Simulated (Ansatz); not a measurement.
Crystal: RhPb.

```
Pb Rh
1.0
     5.67800    0.00000    0.00000
    -2.83900    4.91729    0.00000
     0.00000    0.00000    4.42800
Pb Rh
3 3
Direct
  0.00000 0.00000 0.00000
  0.66667 0.33333 0.50000
  0.33333 0.66667 0.50000
  0.00000 0.50000 0.00000
  0.50000 0.50000 0.00000
  0.50000 0.00000 0.00000
```

```yaml
Program: Ansatz 0.2.0
Task: relaxation of cell and atoms
Functional: RPBE
Potentials_or_basis: Ansatz PAW
Cutoff: "420 eV (not typed: the program's choice for these potentials)"
k_mesh: 6 × 6 × 6
Occupations: fermi-dirac, width 0.05 eV
Spin: no spin polarisation
```

At the start: volume 20.61 Å³/atom.

**Question.** How do energy, volume and symmetry change on relaxing?

**Answer.** It ends after 6 steps and the volume is 22.15 Å³/atom (+7.5 %); space group P6/mmm (No. 191, to 0.05 Å).

The path:
| step | energy change (eV) | largest force (eV/Å) | volume (Å³) |
| --- | --- | --- | --- |
| 1 | 0.0000 | 0.0000 | 123.63 |
| 2 | -0.0315 | 0.0000 | 142.72 |
| 3 | -0.2220 | 0.0000 | 134.36 |
| 4 | -0.2274 | 0.0000 | 132.94 |
| 5 | -0.2274 | 0.0000 | 132.89 |
| 6 | -0.2302 | 0.0000 | 132.89 |

Final structure:
```xyz
6
Lattice="5.8032 0.0000 0.0000 -2.9016 5.0257 0.0000 0.0000 0.0000 4.5564" Properties=species:S:1:pos:R:3 pbc="T T T"
Pb    0.0000    0.0000    0.0000
Pb    2.9016    1.6752    2.2782
Pb    0.0000    3.3505    2.2782
Rh   -1.4508    2.5129    0.0000
Rh    1.4508    2.5129    0.0000
Rh    2.9016    0.0000    0.0000
```

Caveat: the plane-wave basis is chosen anew once the cell has moved, so the energies of steps on either side of that aren't comparable; the PAW data sets come from PBE, with cores solved anew for the run's functional, which leaves a small shift of forces and pressure.
